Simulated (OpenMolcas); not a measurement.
# SiN2H4F (SMILES N[Si](N)F) at 6 levels

We compute a comparison of 6 runs (UHF/STO-3G, UHF/3-21G, UHF/def2-SVPD, UB3LYP/6-31G*, UM06-L/def2-SVPD, UPBE/def2-SVPD) of SiN2H4F. 

The calculation is run with OpenMolcas 26.06.

### Step 1. The system as given

SiN2H4F has 8 atoms, charge 0, and is taken as a doublet. SMILES: `N[Si](N)F`. The coordinates come from a PBE0-D4/def2-TZVP relaxation. This is one conformer, not always the lowest.

Bond lengths: N1–Si2 1.712 Å, Si2–N3 1.701 Å, Si2–F4 1.611 Å, N1–H5 1.008 Å, N1–H6 1.008 Å, N3–H7 1.005 Å, N3–H8 1.009 Å. Angles: N1–Si2–N3 106.6°, N1–Si2–F4 103.4°, N3–Si2–F4 115.9°, Si2–N1–H5 119.3°, Si2–N1–H6 119.1°, Si2–N3–H7 121.7°, Si2–N3–H8 121.3°, H5–N1–H6 111.5°, H7–N3–H8 112.7°.

### Step 2. Energy and gradient at UHF/STO-3G (run 1)

File run.input:

```
&gateway
  baslib = $CurrDir
  coord
  8
  angstrom
  N       -0.814900       1.031500      -0.359900
  Si       0.517200      -0.020700      -0.581300
  N        0.780300      -0.793300       0.910700
  F        0.045300      -0.971200      -1.794000
  H       -1.331700       1.348900      -1.165000
  H       -0.763800       1.744700       0.350200
  H        1.648600      -1.254800       1.120500
  H        0.011100      -1.142300       1.463200
  basis = STO-3G
  group = NoSym

&seward

&scf
  uhf
  spin = 2
  thresholds = 1e-10 1e-07 1e-07 1e-05
  prorbitals = 1

&alaska
```

The basis set STO-3G is read from a file made from the Basis Set Exchange's data (not shown).

Command:

```sh
export MOLCAS_MEM=1860
pymolcas run.input > run.log
```

Standard output:

```text
--- Start Module: gateway ---
[...]
--- Stop Module: gateway /rc=_RC_ALL_IS_WELL_ ---
[...]
      Basis functions           28
[...]
--- Start Module: scf ---
[...]
       Convergence after  15 Iterations
[...]
::    Total SCF energy                               -493.4445150942
[...]
      Total spin, S                                     0.5022901956
[...]
      Total electronic charge=   41.000000
      Total            charge=   -0.000000
[...]
      Dipole Moment (debye):
      Origin of the operator (angstrom)=    0.1823   -0.1898   -0.5170
                   X=  1.1838E+00               Y=  9.5850E-01               Z=  2.2171E-01           Total=  1.5392E+00
      Quadrupole Moment (debye*angstrom):
[...]
 *              Molecular gradients               *
 **************************************************
  Irreducible representation: a
 ------------------------------------------------------------------------------------------
                              X                       Y                       Z
 ------------------------------------------------------------------------------------------
  N1                2.99408839189397E-03    1.29546273347723E-02   -5.95765479559818E-03
  SI2              -1.89241212178874E-02   -1.61322506565167E-02    8.84089225773310E-03
  N3                8.47703647330889E-03   -3.85086718349958E-03    4.85923449464032E-03
  F4                4.48754906506110E-03    1.08585789446902E-02    2.44787481571862E-04
  H5                4.55086931839688E-03   -7.06345449299062E-03    6.25554984594912E-03
  H6                1.84573088286653E-03   -9.13319016353586E-03   -4.22648954151539E-03
  H7               -5.10916214760648E-03    6.80535047171027E-03   -3.87734712851451E-03
  H8                1.67800923395189E-03    5.56120574534291E-03   -6.13897261426111E-03
[...]
```

Wall time 2.2 s (1 thread of Intel Xeon Platinum 8375C at 2.90GHz (Ice Lake), shared host); peak memory 0.37 GiB.

### Step 3. Energy and gradient at UHF/3-21G (run 2)

File mol.inp:

```
* FH4N2Si Hartree-Fock
&GATEWAY
BasLib=$CurrDir
BasisSet
N.3-21G....
N1 -0.814900 1.031500 -0.359900 angstrom
N3 0.780300 -0.793300 0.910700 angstrom
End of Basis
BasisSet
Si.3-21G....
Si2 0.517200 -0.020700 -0.581300 angstrom
End of Basis
BasisSet
F.3-21G....
F4 0.045300 -0.971200 -1.794000 angstrom
End of Basis
BasisSet
H.3-21G....
H5 -1.331700 1.348900 -1.165000 angstrom
H6 -0.763800 1.744700 0.350200 angstrom
H7 1.648600 -1.254800 1.120500 angstrom
H8 0.011100 -1.142300 1.463200 angstrom
End of Basis
&SEWARD
&SCF
UHF
Spin=2
Thresholds=1e-10 1e-07 1e-07 1e-05
PrOrbitals=1 2
&ALASKA
```

The basis set 3-21G is read from a file made from the Basis Set Exchange's data (not shown).

Command:

```sh
export MOLCAS_MEM=1860
pymolcas mol.inp > mol.log
```

Standard output:

```text
--- Start Module: gateway ---
[...]
--- Stop Module: gateway /rc=_RC_ALL_IS_WELL_ ---
[...]
      Basis functions           48
[...]
--- Start Module: scf ---
[...]
       Convergence after  16 Iterations
[...]
::    Total SCF energy                               -497.0053421460
[...]
      Total spin, S                                     0.5019117909
[...]
      Total electronic charge=   41.000000
      Total            charge=   -0.000000
[...]
      Dipole Moment (debye):
      Origin of the operator (angstrom)=    0.1823   -0.1898   -0.5170
                   X=  7.0631E-01               Y=  1.4041E+00               Z=  1.5795E+00           Total=  2.2283E+00
      Quadrupole Moment (debye*angstrom):
[...]
 *              Molecular gradients               *
 **************************************************
  Irreducible representation: a
 ------------------------------------------------------------------------------------------
                              X                       Y                       Z
 ------------------------------------------------------------------------------------------
  N1                6.12380585453032E-03   -2.65631805727278E-02    5.12380025265635E-03
  N3               -3.27697510069669E-03    2.16662170821085E-02   -1.19438421355547E-02
  SI2              -1.45986876048525E-02   -1.03822933167663E-02   -7.64164407315526E-04
  F4                4.59852222188051E-03    1.49193698876662E-02    1.48597820204088E-02
  H5                3.37661512260068E-03    3.46444915802246E-03   -5.67298030969043E-03
  H6                4.43372822454998E-03    5.66884253814148E-03    1.55697602673310E-04
  H7                3.63933249110282E-03   -4.53986927063132E-03   -2.28426744531030E-03
  H8               -4.29634120910505E-03   -4.23353550580607E-03    5.25974422073361E-04
[...]
```

It took 2.7 s on 1 thread of Intel Xeon Platinum 8375C at 2.90GHz (Ice Lake), shared host; peak memory 0.38 GiB.

Runs 3 to 5 aren't shown in full; the table further down has their settings and results.

### Step 4. Energy and forces at UPBE/def2-SVPD (run 6)

File job.input:

```
* FH4N2Si Kohn-Sham DFT

&GATEWAY
  BasLib = $CurrDir
  Coord
  8
  angstrom
  N       -0.814900       1.031500      -0.359900
  Si       0.517200      -0.020700      -0.581300
  N        0.780300      -0.793300       0.910700
  F        0.045300      -0.971200      -1.794000
  H       -1.331700       1.348900      -1.165000
  H       -0.763800       1.744700       0.350200
  H        1.648600      -1.254800       1.120500
  H        0.011100      -1.142300       1.463200
  Basis = def2-SVPD
  Group = NoSym

&SEWARD
  GridInput
  Grid=UltraFine
  End of Grid

&SCF
  UHF
  Spin = 2
  KSDFT = PBE
  Thresholds = 1e-10 1e-07 1e-07 1e-05
  PrOrbitals = 1 1

&ALASKA
```

The basis set def2-SVPD is read from a file made from the Basis Set Exchange's data (not shown).

Command:

```sh
export MOLCAS_MEM=1860
pymolcas job.input > job.log
```

Standard output:

```text
--- Start Module: gateway ---
[...]
--- Stop Module: gateway /rc=_RC_ALL_IS_WELL_ ---
[...]
      Basis functions          119
[...]
--- Start Module: scf ---
[...]
       Convergence after  16 Iterations
[...]
::    Total KS-DFT energy                            -500.7133904590
[...]
      Total spin, S                                     0.5007773246
[...]
      Total electronic charge=   41.000000
      Total            charge=   -0.000000
[...]
      Dipole Moment (debye):
      Origin of the operator (angstrom)=    0.1823   -0.1898   -0.5170
                   X= -3.5080E-01               Y=  9.7140E-01               Z=  1.7547E+00           Total=  2.0361E+00
      Quadrupole Moment (debye*angstrom):
[...]
 *              Molecular gradients               *
 **************************************************
  Irreducible representation: a
 ------------------------------------------------------------------------------------------
                              X                       Y                       Z
 ------------------------------------------------------------------------------------------
  N1                7.05034682235528E-03    7.75715186981607E-04   -2.59078152788739E-03
  SI2              -2.13325601232111E-02   -1.85471690556023E-02   -9.97734436594200E-03
  N3               -1.79063235625332E-03   -6.59024700634614E-04   -5.77389716466126E-03
  F4                1.06552364113250E-02    2.14744733448882E-02    2.78841928506850E-02
  H5                6.34239121773916E-03   -3.92920927259421E-03    8.53234032535655E-03
  H6                1.31544637021586E-04   -7.95039619947779E-03   -8.01652546552933E-03
  H7               -9.76030492171542E-03    5.03124141657274E-03   -2.92162913274518E-03
  H8                8.70397831288061E-03    3.80436927988903E-03   -7.13635551927094E-03
[...]
```

It took 79 s on 1 thread of Intel Xeon Platinum 8375C at 2.90GHz (Ice Lake), shared host; peak memory 0.75 GiB.

### Step 5. The series

| run | level | integration grid | task | energy (Eh) | dipole moment (D) | HOMO energy (eV) | LUMO energy (eV) | wall time |
| --- | --- | --- | --- | --- | --- | --- | --- | --- |
| 1 | UHF/STO-3G | – | gradient | -493.444515 | 1.54 | -5.53 | 6.45 | 2.2 s |
| 2 | UHF/3-21G | – | gradient | -497.005342 | 2.23 | -8.34 | 2.10 | 2.7 s |
| 3 | UHF/def2-SVPD | – | gradient | -499.450247 | 2.05 | -8.96 | 1.47 | 25 s |
| 4 | UB3LYP/6-31G* (spherical functions) | UltraFine | gradient | -501.298993 | 1.94 | -4.98 | -1.82 | 31 s |
| 5 | UM06-L/def2-SVPD | UltraFine | energy | -501.050364 | 2.00 | -4.64 | -2.68 | 100 s |
| 6 | UPBE/def2-SVPD | UltraFine | gradient | -500.713390 | 2.04 | -4.50 | -2.74 | 79 s |

### Step 6. Outcome

```
                                 quantity          value
                      run 6: total energy  -500.71339 Eh
                     run 6: dipole moment         2.04 D
run 6: HOMO energy (highest over α and β)       -4.50 eV
 run 6: LUMO energy (lowest over α and β)       -2.74 eV
                              run 6: ⟨S²⟩          0.752
          run 6: largest force on an atom     1.891 eV/Å
```

In words: The dipole moment (its size) runs from 1.54 D (UHF/STO-3G) to 2.23 D (UHF/3-21G). Totals of different functionals can't be ranked against each other. In run 1 the basis is minimal, so the values are rough. All runs together took 4 min, the longest 100 s.
